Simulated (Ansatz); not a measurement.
# Cu: the cost of one run

Computed with Ansatz 0.2.0 (DFT PBEsol, scalar-relativistic, unless a step's input says otherwise).

## 1. The starting structure

It takes space group Fm-3m (No. 225, cubic). Conventional cell: a = 3.615 Å, b = 3.615 Å, c = 3.615 Å, α = 90.00°, β = 90.00°, γ = 90.00°. Cu (site symmetry m-3m) has 12 Cu at 2.56 Å as nearest neighbours.

Coordinates:

```
CELL_PARAMETERS angstrom
0.00000 1.80750 1.80750
1.80750 0.00000 1.80750
1.80750 1.80750 0.00000
ATOMIC_POSITIONS crystal
Cu 0.00000 0.00000 0.00000
```

## 2. After the deformation

Space group Fm-3m before, R-3m after.

## 3. All-electron LAPW

The input, input.yaml:

```yaml
crystal:
  lattice:
    - [-0.018075, 1.7984625, 1.7984625]
    - [1.7984625, -0.018075, 1.7984625]
    - [1.7984625, 1.7984625, -0.018075]
  atoms:
    - { symbol: Cu, position: [0.0, 0.0, 0.0] }
kpoints:
  mp_grid: { grid: [19, 19, 19] }
  band_path:
    path:
      - [0.0, 0.0, 0.0]
      - [0.5, 0.5, 0.5]
      - [0.2525443832, 0.5, 0.7474556168]
      - [-0.2525443832, 0.2525443832, 0.5]
      - [0.0, 0.0, 0.5]
      - [0.0, 0.0, 0.0]
      - [-0.3762721916, 0.0, 0.3762721916]
      - [0.0, 0.3762721916, 0.6237278084]
      - [0.0, 0.5, 0.5]
    npoints: 5
scf:
  occupations: { method: fermi_dirac, width: 0.08 }
hamiltonian:
  xc: pbesol
  pseudopotentials: { kind: all_electron, lapw: { basis_error: 0.00025 } }
output:
  forces: true
  stress: true
  eigenvalues: true
```

Run with:

```console
ansatz run input.yaml --threads 1 --pin off --max-ram 3072MiB --backend cpu --events-out ev --progress --plain --runs-dir out
```

Q: Estimate wall time and peak memory on 1 thread of Intel Xeon Platinum 8488C (Sapphire Rapids), shared host.

About 59 s, with a peak of 0.84 GiB.
